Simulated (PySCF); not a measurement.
# [Dy(H2O)2]3+: other functionals and bases at one geometry

The task here is to estimate one member of a computed series from the others.

Program: PySCF 2.14.0. Level of theory: several levels, as the steps say, no spin–orbit coupling. These are calculated values, not measurements.

4 further runs of the same task are left out: 2 for a known fault of the program, 1 that didn't finish, 1 set aside as unsound or not needed.

**Where the work starts**

7 atoms, charge 3, spin multiplicity 1.

Bond lengths: Dy1–O2 2.219 Å, Dy1–O5 2.220 Å, O2–H3 1.005 Å, O2–H4 1.004 Å, O5–H6 1.005 Å, O5–H7 1.004 Å. Angles: O2–Dy1–O5 112.9°, Dy1–O2–H3 127.8°, Dy1–O2–H4 129.5°, H3–O2–H4 102.8°, Dy1–O5–H6 127.8°, Dy1–O5–H7 129.4°, H6–O5–H7 102.7°.

Coordinates:

```xyz
7
DyH4O2
Dy    1.0438    0.1743   -0.0065
O    -0.1641    0.0345    1.8495
H     0.1269    0.2374    2.7898
H    -1.1189   -0.2513    1.9693
O    -0.1684   -0.0840   -1.8482
H     0.1277   -0.4545   -2.7345
H    -1.1273    0.1597   -2.0193
```

Formal oxidation states: Dy +3. Each metal's 9 4f electrons lie in its core potential, so multiplicities, spins and levels count the valence alone. An earlier session relaxed this geometry at TPSS, Dy lcecp-1-SVP with ECP55, O def2-SVP, H def2-SVP (singlet, point group C1).

At TPSS on the finer grid: E = -188.630280 Eh, HOMO -24.88 eV, LUMO -19.36 eV, Mulliken charge on Dy1 +2.16 e, largest force component 0.012 eV/Å. 

Levels to run: PBE; wB97X; r2SCAN; CAM-B3LYP; TPSS, TZVP. Hardware: 2 threads of Arm Neoverse V2, shared host.

The first run:

The input, run.py (the lines that set the calculation):

```python
mol = gto.M(atom='''
Dy     1.04376     0.17426    -0.00648
O     -0.16412     0.03455     1.84948
H      0.12692     0.23741     2.78976
H     -1.11888    -0.25133     1.96926
O     -0.16841    -0.08399    -1.84825
H      0.12770    -0.45450    -2.73446
H     -1.12733     0.15972    -2.01931''',
    basis={'Dy': 'lcecp-1-SVP', 'O': 'def2-SVP', 'H': 'def2-SVP'},
    ecp={'Dy': 'lcecp-1-SVP'},
    charge=3, spin=0)
mf = dft.RKS(mol, xc='PBE')
mf.grids.atom_grid = (75, 302)  # f atoms: unpruned, at least (60, 302)
mf = mf.density_fit()  # fitting sets: Dy AutoAux, O def2-universal-JKFIT, H def2-universal-JKFIT
mf.conv_tol = 1e-08; mf.max_cycle = 55
mf.kernel(dm0)  # dm0: the density of the relaxed state
```

Run with:

```sh
$ OMP_NUM_THREADS=2 python run.py
```

Among the steps run: PBE; wB97X; r2SCAN; CAM-B3LYP; TPSS, TZVP.

One table of the session follows, with a row left open; its other results are not shown here.

| level | HOMO (eV) | gap (eV) | charge on Dy1 (e) | dipole (D) | largest force component (eV/Å) |
| --- | --- | --- | --- | --- | --- |
| TPSS (relaxed here) | -24.88 | 5.52 | 2.16 | 3.35 | 0.01 |
| PBE | -24.82 | 5.20 | 2.11 | 3.47 | 0.13 |
| wB97X | -29.08 | 12.97 | 2.25 | 2.95 | 0.47 |
| r2SCAN | -25.17 | 6.09 | 2.21 | 3.21 | 0.31 |
| CAM-B3LYP | -28.05 | 10.40 | 2.21 | 3.10 | 0.31 |
| TPSS, TZVP | ? | ? | ? | ? | ? |

Estimate the missing values for TPSS, TZVP.

**Answer.** HOMO (eV): -24.87; gap (eV): 5.56; charge on Dy1 (e): 2.35; dipole (D): 3.35; largest force component (eV/Å): 0.29. In the column «HOMO (eV)» it lies between TPSS (relaxed here) (-24.88) and PBE (-24.82).

The dipole of a charged species depends on the origin, so these sizes hold for this origin alone.

In one basis the HOMO–LUMO gap runs from 5.20 eV (PBE) to 12.97 eV (wB97X). The largest leftover force, 0.47 eV/Å with wB97X, stands at a geometry relaxed at another level. With 4f in the core, its levels are missing from HOMO and gap, and its count is fixed, so no charge can pass from the ligands into it. Total energies of different levels can't be compared.
